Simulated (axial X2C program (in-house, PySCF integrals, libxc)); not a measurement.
# Linear TaCO at several levels

One table from this session's results is given with a row withheld; the runs are named, their logs left out.

The runs use an in-house X2C program for linear molecules on PySCF integrals; all-electron X2C, two-component (2c) or spin-free, Ta dyall-v3z, C dyall-v3z, O dyall-av3z.

All values are calculated.

2 further runs of the same task are left out: 2 set aside as unsound or not needed.

The first run:

Contents of task.json:

```json
{"zs": [73, 6, 8], "q": 0, "bas": ["dyall-v3z", "dyall-v3z", "dyall-av3z"], "r0": [2.16, 1.15], "symm": 0, "scan": ["PBE0", "HF", "BHandHLYP"], "levels": ["PBE0", "HF", "B3LYP"], "nst": 2}
```

Keys: zs atomic numbers; q charge; bas basis sets; r0 starting distance in Å; symm equal bonds; scan levels of the two-bond scan (MP2 follows by itself at each HF point); levels methods; nst determinants followed.

Run with:

```sh
$ python solin.py task.json out
```

Masses Ta 180.948, C 12.000, O 15.995 u.

Among the steps run: Scan at PBE0, 2c; Scan at HF, 2c; Scan at BHandHLYP, 2c.

One table of the session follows, with a row left open; its other results are not shown here.

```
               level  r(Ta–C) (Å)  r(C–O) (Å)  lower stretch (cm⁻¹)  upper stretch (cm⁻¹)
            PBE0, 2c        2.017       1.156                 443.3                1994.2
              HF, 2c        2.124       1.118                 298.2                2125.6
       BHandHLYP, 2c        2.031       1.143                 426.8                2029.7
             MP2, 2c        2.025       1.164                 446.0                1974.1
     PBE0, spin-free        2.021       1.155                 444.1                1996.0
       HF, spin-free        2.128       1.118                 296.2                2127.1
BHandHLYP, spin-free            ?           ?                     ?                     ?
      MP2, spin-free        2.027       1.164                 446.7                1975.2
```

Q: Estimate the row for BHandHLYP, spin-free from the others.

**Answer.** r(Ta–C) (Å): 2.036; r(C–O) (Å): 1.142; lower stretch (cm⁻¹): 428.2; upper stretch (cm⁻¹): 2033.2. In the column «r(Ta–C) (Å)» it lies between BHandHLYP, 2c (2.031) and HF, 2c (2.124).

Scans not shown above were run alike.

To keep in mind: The molecule was held linear; bending was not examined, so a bent shape may lie lower.
